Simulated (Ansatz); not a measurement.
# Cu: the cost of one run

Program: Ansatz 0.2 development build. Level of theory: DFT, PBE, norm-conserving potentials, task scf. These are calculated values, not measurements.

### Step 1. Starting point

It holds 32 Cu; a = 7.230 Å, b = 7.230 Å, c = 7.230 Å, α = 90.00°, β = 90.00°, γ = 90.00°; 11.81 Å³ an atom; space group Fm-3m.

### Step 2. The calculation

Input file input.yaml:

```yaml
crystal:
  lattice:
    - [7.2298, 0.0, 0.0]
    - [0.0, 7.2298, 0.0]
    - [0.0, 0.0, 7.2298]
  atoms:
    - { symbol: Cu, position: [0.0000, 0.0000, 0.0000] }
    - { symbol: Cu, position: [0.0000, 0.2500, 0.2500] }
    - { symbol: Cu, position: [0.2500, 0.0000, 0.2500] }
    - { symbol: Cu, position: [0.2500, 0.2500, 0.0000] }
    - { symbol: Cu, position: [0.0000, 0.0000, 0.5000] }
    - { symbol: Cu, position: [0.0000, 0.2500, 0.7500] }
    - { symbol: Cu, position: [0.2500, 0.0000, 0.7500] }
    - { symbol: Cu, position: [0.2500, 0.2500, 0.5000] }
    - { symbol: Cu, position: [0.0000, 0.5000, 0.0000] }
    - { symbol: Cu, position: [0.0000, 0.7500, 0.2500] }
    - { symbol: Cu, position: [0.2500, 0.5000, 0.2500] }
    - { symbol: Cu, position: [0.2500, 0.7500, 0.0000] }
    - { symbol: Cu, position: [0.0000, 0.5000, 0.5000] }
    - { symbol: Cu, position: [0.0000, 0.7500, 0.7500] }
    - { symbol: Cu, position: [0.2500, 0.5000, 0.7500] }
    - { symbol: Cu, position: [0.2500, 0.7500, 0.5000] }
    - { symbol: Cu, position: [0.5000, 0.0000, 0.0000] }
    - { symbol: Cu, position: [0.5000, 0.2500, 0.2500] }
    - { symbol: Cu, position: [0.7500, 0.0000, 0.2500] }
    - { symbol: Cu, position: [0.7500, 0.2500, 0.0000] }
    - { symbol: Cu, position: [0.5000, 0.0000, 0.5000] }
    - { symbol: Cu, position: [0.5000, 0.2500, 0.7500] }
    - { symbol: Cu, position: [0.7500, 0.0000, 0.7500] }
    - { symbol: Cu, position: [0.7500, 0.2500, 0.5000] }
    - { symbol: Cu, position: [0.5000, 0.5000, 0.0000] }
    - { symbol: Cu, position: [0.5000, 0.7500, 0.2500] }
    - { symbol: Cu, position: [0.7500, 0.5000, 0.2500] }
    - { symbol: Cu, position: [0.7500, 0.7500, 0.0000] }
    - { symbol: Cu, position: [0.5000, 0.5000, 0.5000] }
    - { symbol: Cu, position: [0.5000, 0.7500, 0.7500] }
    - { symbol: Cu, position: [0.7500, 0.5000, 0.7500] }
    - { symbol: Cu, position: [0.7500, 0.7500, 0.5000] }

basis:
  ecutwfc: 1400 eV
  ecutrho_ratio: 4

kpoints:
  mp_grid:
    grid: [3, 3, 3]
    shift: [0, 0, 0]

hamiltonian:
  xc: pbe
  pseudopotentials:
    kind: nc
    accuracy: standard

scf:
  max_iter: 80
  n_bands: 360
  convergence:
    dr2_threshold: 1.0e-9 eV
  occupations:
    method: cold
    width: 0.2 eV

output:
  atomic_orbital_hamiltonian:
    basis:
      construction: confined-split-norm/1
      species:
        - species: Cu
          shells:
            - tabulated:    { label: 3S }  # semicore: the whole table, one function
            - tabulated:    { label: 3P }
            - tabulated:    { label: 3D, confinement: { radius: 4.5, window: 1.2 }, zetas: 2 }
            - tabulated:    { label: 4S, confinement: { radius: 4.5, window: 1.2 }, zetas: 2 }
            # The file's 3P is the p state without a node, so the 4p is the state with one.
            - solved:       { label: 4P, l: p, radial_index: 1, confinement: { radius: 4.5, window: 1.2 }, zetas: 2 }
            - polarisation: { of: 4P }  # a d shell
```

Command:

```
> ansatz run input.yaml --threads 11 --events-out ev
```

Q: Estimate wall time and peak memory on 1 × NVIDIA GB300 with 11 threads of Arm Neoverse V2 (Grace), host not shared.

About 17 s, with a peak of 2.8 GiB on the host and 13 GiB on a GPU.
